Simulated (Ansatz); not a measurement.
# CH₅AlOSi: one species, many methods

One table from this session's results is given with a row withheld; the runs are named, their logs left out.

Method: functionals in def2-TZVPP, the program's frozen cores in correlated methods; program: Ansatz 0.2.0, Gaussian basis.

Plan: LDA (SPW92), PBE-D4, revPBE-D4, BLYP-D4, r2SCAN-D4, B97M-V, PBE0-D4, B3LYP-D4, r2SCANh-D4, r2SCAN0-D4, HSE06-D4, BHLYP-D4, CAM-B3LYP-D4, LC-ωPBE, ωB97X-V, ωB97M-V, B2PLYP, PBE-QIDH; CCSD(T)/def2-SVP; CCSD(T)/def2-TZVPP; MP2/def2-QZVPP; extrapolation to the limit; RPA on PBE.

## Structure used throughout

The geometry comes from an earlier relaxation with PBE0-D4 in a triple-zeta def2 set; it is a stationary point, not always the lowest conformer.

9 atoms, charge 0, spin multiplicity 1.

Atoms are counted from 1 here; the program's logs count them from 0.

Bond lengths: Al1–Si2 2.453 Å, Al1–O4 1.850 Å, Al1–H5 1.578 Å, Al1–H6 1.582 Å, Si2–C3 1.867 Å, Si2–H7 1.502 Å, C3–O4 1.446 Å, C3–H8 1.088 Å, C3–H9 1.086 Å. Angles: Si2–Al1–O4 50.1°, Si2–Al1–H5 116.1°, Si2–Al1–H6 113.9°, O4–Al1–H5 110.7°, O4–Al1–H6 113.2°, H5–Al1–H6 127.4°, Al1–Si2–C3 80.9°, Al1–Si2–H7 131.0°, C3–Si2–H7 105.7°, Si2–C3–O4 68.7°, Si2–C3–H8 121.2°, Si2–C3–H9 119.9°, O4–C3–H8 113.3°, O4–C3–H9 109.9°, H8–C3–H9 114.0° and more.

The first run:

in.yaml reads:

```yaml
crystal:
  periodic: [false, false, false]
  atoms:
    - {symbol: Al, position_ang: [-0.910209, 0.977170, -0.870645]}
    - {symbol: Si, position_ang: [1.273681, 0.463600, 0.120323]}
    - {symbol: C, position_ang: [0.242777, -0.829707, 0.987396]}
    - {symbol: O, position_ang: [-0.182602, -0.652519, -0.383096]}
    - {symbol: H, position_ang: [-0.941756, 1.127821, -2.441111]}
    - {symbol: H, position_ang: [-1.972996, 1.519692, 0.168346]}
    - {symbol: H, position_ang: [2.460087, -0.269863, -0.437305]}
    - {symbol: H, position_ang: [-0.517847, -0.550285, 1.713087]}
    - {symbol: H, position_ang: [0.637267, -1.832310, 1.125907]}
basis:
  gaussian: {orbitals: def2-TZVPP}
hamiltonian: {xc: lda}
output: {orbitals: {seedname: orbitals}}
```

Launch:

```console
ansatz run in.yaml --threads 2 --pin off --events-out ev --progress --plain --max-ram 4352MiB
```

Among the steps run: LDA; PBE-D4 (GGA); revPBE-D4 (GGA); BLYP-D4 (GGA); r2SCAN-D4 (meta-GGA); B97M-V (meta-GGA); PBE0-D4 (hybrid); B3LYP-D4 (hybrid); r2SCANh-D4 (hybrid); r2SCAN0-D4 (hybrid); HSE06-D4 (hybrid); BHLYP-D4 (hybrid); CAM-B3LYP-D4 (range-separated); LC-ωPBE (range-separated); ωB97X-V (range-separated); ωB97M-V (range-separated); B2PLYP (double hybrid); PBE-QIDH (double hybrid).

One table of the session follows, with a row left open; its other results are not shown here.

| functional | HOMO (eV) | LUMO (eV) | gap (eV) |
| --- | --- | --- | --- |
| LDA (SPW92) | -6.18 | -2.63 | 3.55 |
| PBE-D4 | -6.09 | -2.47 | 3.63 |
| revPBE-D4 | -6.05 | -2.40 | 3.65 |
| BLYP-D4 | -5.96 | -2.33 | 3.64 |
| r2SCAN-D4 | -6.31 | -2.32 | 3.99 |
| B97M-V | -6.40 | -2.38 | 4.02 |
| PBE0-D4 | -7.14 | -1.68 | 5.47 |
| B3LYP-D4 | -6.96 | -1.86 | 5.11 |
| r2SCANh-D4 | -6.70 | -2.03 | 4.67 |
| r2SCAN0-D4 | -7.28 | -1.59 | 5.69 |
| HSE06-D4 | -6.75 | -2.05 | 4.70 |
| BHLYP-D4 | -8.10 | -0.79 | 7.31 |
| CAM-B3LYP-D4 | -8.40 | -0.63 | 7.77 |
| LC-ωPBE | ? | ? | ? |
| ωB97X-V | -9.37 | 0.34 | 9.72 |
| ωB97M-V | -9.17 | 0.19 | 9.36 |

**Question.** Estimate the row for LC-ωPBE.

As computed: HOMO (eV): -9.69; LUMO (eV): 0.41; gap (eV): 10.09. In the column «HOMO (eV)» it is the lowest.
